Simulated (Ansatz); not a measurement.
# TaHCl (quartet): wave-function methods side by side at a displaced geometry (v1), def2-SVP

The task here is to estimate one member of a computed series from the others.

Method: def2-SVP, core rule «outside noble gas», up to 9 orbitals frozen; program: Ansatz 0.2.0, Gaussian basis.

To be run: UHF; CCSD(T) on ROHF; CCSD(T) on UHF; CISD as a restricted active space (open shells left free, so some higher excitations enter); CCSDT(Q) on ROHF; CCSDT(Q) on UHF.

36 further runs of the same task are left out: 12 for a known fault of the program, 8 that didn't finish, 16 set aside as unsound or not needed. Runs told in other sessions of the task aren't counted.

**What is computed**

The geometry is a PBE0/def2-TZVP stationary point (not a proven minimum) with its atoms shifted at random (size 0.040 Å). No spin-orbit coupling is included. Elements past krypton take def2 core potentials.

3 atoms, charge 0, spin multiplicity 4.

Atoms are counted from 1 here; the program's logs count them from 0.

Bond lengths: Ta1–Cl2 2.323 Å, Ta1–H3 1.810 Å. Angles: Cl2–Ta1–H3 178.2°.

Set-up of the first run:

Input file in.yaml:

```yaml
crystal:
  periodic: [false, false, false]
  atoms:
    - {symbol: Ta, position_ang: [-0.015433, -0.009008, 0.171240]}
    - {symbol: Cl, position_ang: [-0.016266, -0.025151, -2.151213]}
    - {symbol: H, position_ang: [0.031698, 0.034159, 1.979973]}
basis:
  gaussian: {orbitals: def2-SVP}
magnetization: {spin_polarized: true, initial_magnetization: 3}
hamiltonian: {xc: hf}
output: {orbitals: {seedname: orbitals}}
```

Run with:

```
$ ansatz run in.yaml --threads 1 --pin off --events-out ev --progress --plain --max-ram 2393MiB
```

Steps of the session up to this table: UHF; CCSD(T) on ROHF; CCSD(T) on UHF; CISD as a restricted active space (open shells left free, so some higher excitations enter); CCSDT(Q) on ROHF; CCSDT(Q) on UHF.

One of the session's tables, all rows but one given; the rest of the session is left out.

```
   method  from RCCSDT(Q) (meV)
     ROHF               +6385.5
      UHF               +6252.9
     RMP2                     ?
     UMP2                +801.1
    RCCSD                +200.5
    UCCSD                +115.7
 RCCSD(T)                 +38.3
 UCCSD(T)                 -44.9
   RCCSDT                  +9.3
   UCCSDT                 -72.7
RCCSDT(Q)                     0
UCCSDT(Q)                 -85.1
```

Estimate the missing values for RMP2.

**Answer.** from RCCSDT(Q) (meV): +900.1. In the column «from RCCSDT(Q) (meV)» it lies between UMP2 (+801.1) and UHF (+6252.9).

Not comparable, so not listed: CISD as a restricted active space (open shells left free, so some higher excitations enter) (they don't share determinant, frozen orbitals or solution with the rows shown, or repeat one).

To keep in mind: Restricted and unrestricted rows rest on different reference determinants; a gap between their highest levels can come from leftover correlation error, from unlike frozen cores or from another state.
